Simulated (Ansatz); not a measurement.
# H₄MoO₄S: small, medium and large basis sets

One table from this session's results is given with a row withheld; the runs are named, their logs left out.

Method: one geometry, several basis sets; program: Ansatz 0.2.0, Gaussian basis.

The runs, in order: PBE0-D4/def2-SVP; ωB97M-V/def2-SVP; PBE0-D4/def2-QZVPP; ωB97M-V/def2-QZVPP; the functionals' def2-TZVPP values are taken from earlier runs.

1 further run of the same task is left out (for a known fault of the program). Runs told in other sessions of the task aren't counted.

**The relaxed structure**

The geometry comes from an earlier relaxation with PBE0-D4 in a triple-zeta def2 set; it is a stationary point, not always the lowest conformer. Mo takes the def2 core potential; no spin-orbit term is included.

SMILES `[OH][Mo]([OH])([OH])([OH])=[S]`, 10 atoms, charge 0, spin multiplicity 1.

Atoms are counted from 1 here; the program's logs count them from 0.

Bond lengths: O1–Mo2 1.857 Å, O1–H7 0.970 Å, Mo2–O3 2.027 Å, Mo2–O4 1.873 Å, Mo2–O5 1.873 Å, Mo2–S6 2.105 Å, O3–H8 0.958 Å, O4–H9 0.965 Å, O5–H10 0.965 Å. Angles: Mo2–O1–H7 107.7°, O1–Mo2–O3 80.2°, O1–Mo2–O4 119.0°, O1–Mo2–O5 119.1°, O1–Mo2–S6 98.9°, O3–Mo2–O4 84.6°, O3–Mo2–O5 84.6°, O3–Mo2–S6 179.1°, O4–Mo2–O5 117.7°, O4–Mo2–S6 95.8°, O5–Mo2–S6 95.8°, Mo2–O3–H8 129.9°, Mo2–O4–H9 109.5°, Mo2–O5–H10 109.6°.

Set-up of the first run:

File in.yaml:

```yaml
crystal:
  periodic: [false, false, false]
  atoms:
    - {symbol: O, position_ang: [-1.221513, -0.533907, -1.407084]}
    - {symbol: Mo, position_ang: [-0.397473, 0.522483, -0.121414]}
    - {symbol: O, position_ang: [0.696060, -1.173743, 0.072750]}
    - {symbol: O, position_ang: [-0.815944, 0.250456, 1.683440]}
    - {symbol: O, position_ang: [1.245590, 1.326828, -0.521598]}
    - {symbol: S, position_ang: [-1.549837, 2.269607, -0.346224]}
    - {symbol: H, position_ang: [-0.776000, -1.396070, -1.411477]}
    - {symbol: H, position_ang: [1.427477, -1.369837, 0.659943]}
    - {symbol: H, position_ang: [-0.456194, -0.596649, 1.974142]}
    - {symbol: H, position_ang: [1.931035, 0.649832, -0.579478]}
basis:
  gaussian: {orbitals: def2-SVP}
hamiltonian: {xc: pbe0, dispersion: d4}
output: {orbitals: {seedname: orbitals}}
```

The run is started by

```
$ ansatz run in.yaml --threads 4 --pin off --events-out ev --progress --plain --max-ram 11315MiB
```

Steps of the session up to this table: PBE0-D4 in def2-SVP; ωB97M-V in def2-SVP; PBE0-D4 in def2-QZVPP; ωB97M-V in def2-QZVPP.

One of the session's tables, all rows but one given; the rest of the session is left out.

It belongs to the step «Density functionals: the series». 

| functional | basis | HOMO (eV) | LUMO (eV) |
| --- | --- | --- | --- |
| PBE0-D4 | def2-SVP | -8.29 | -3.37 |
| PBE0-D4 | def2-TZVPP | -8.36 | -3.42 |
| PBE0-D4 | def2-QZVPP | -8.38 | -3.43 |
| ωB97M-V | def2-SVP | -10.39 | -1.36 |
| ωB97M-V | def2-TZVPP | ? | ? |
| ωB97M-V | def2-QZVPP | -10.52 | -1.47 |

Estimate the missing values for ωB97M-V, def2-TZVPP.

The run gave: HOMO (eV): -10.50; LUMO (eV): -1.44. In the column «HOMO (eV)» it lies between ωB97M-V, def2-QZVPP (-10.52) and ωB97M-V, def2-SVP (-10.39).
